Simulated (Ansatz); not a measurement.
**ClH₄O₂Si₂ radical: geometry optimisation**

What shape does ClH₄O₂Si₂ radical take? The plan is to relax it.

Computed with Ansatz 0.2.0, Gaussian basis. Level: UKS PBE0-D4/def2-TZVP.

The runs, in order: relaxation at PBE0-D4/def2-TZVP.

1 further run of the same task is left out (set aside as unsound or not needed).

**1. Where the work starts**

9 atoms, charge 0, spin multiplicity 2.

Atoms are counted from 1 here; the program's logs count them from 0.

Bond lengths: O1–Si2 1.640 Å, O1–H6 0.952 Å, Si2–Si3 2.267 Å, Si2–H7 1.476 Å, Si3–O4 1.631 Å, Si3–Cl5 2.052 Å, Si3–H8 1.473 Å, O4–H9 0.953 Å. Angles: Si2–O1–H6 124.6°, O1–Si2–Si3 105.4°, O1–Si2–H7 106.5°, Si3–Si2–H7 119.9°, Si2–Si3–O4 95.6°, Si2–Si3–Cl5 112.3°, Si2–Si3–H8 130.3°, O4–Si3–Cl5 108.4°, O4–Si3–H8 107.5°, Cl5–Si3–H8 101.4°, Si3–O4–H9 122.3°.

The start is a GFN2-xTB geometry.

**2. Relaxation at PBE0-D4/def2-TZVP**

File in.yaml:

```yaml
crystal:
  periodic: [false, false, false]
  atoms:
    - {symbol: O, position_ang: [-2.067460, -1.069720, 0.050890]}
    - {symbol: Si, position_ang: [-0.738330, -0.683210, -0.828790]}
    - {symbol: Si, position_ang: [0.642390, 0.395270, 0.609220]}
    - {symbol: O, position_ang: [1.678510, 0.927440, -0.532770]}
    - {symbol: Cl, position_ang: [1.647910, -0.901400, 1.841400]}
    - {symbol: H, position_ang: [-2.853510, -1.471670, -0.305980]}
    - {symbol: H, position_ang: [-1.222840, 0.006680, -2.040910]}
    - {symbol: H, position_ang: [0.375100, 1.518590, 1.523700]}
    - {symbol: H, position_ang: [2.538240, 1.278020, -0.316760]}
basis:
  gaussian: {orbitals: def2-TZVP}
magnetization: {spin_polarized: true, initial_magnetization: 1}
hamiltonian: {xc: pbe0, dispersion: d4}
relax: {f_tol: 0.005, max_steps: 150}
```

Command:

```bash
> ansatz run in.yaml --threads 2 --pin off --events-out ev --progress --plain --max-ram 32768MiB --backend cuda --devices 0, --max-vram 18GiB
```

**Question.** What will the summary of the whole plan be? Wanted: point group; shift from the start; total energy; dispersion term; dipole moment.

As calculated:

```
                  quantity           value
               point group              C1
                     steps              18
shift from the start (rms)         0.220 Å
              total energy  -32427.5606 eV
           dispersion term        -214 meV
             dipole moment          1.77 D
```

In words: The relaxed geometry lies 0.22 Å (rms) from the start; the bond that changed most is Si2–Si3, from 2.267 to 2.335 Å. No vibrations were run, so it is not proven to be a minimum. The largest Mulliken charge, -0.51 e, sits on O4.
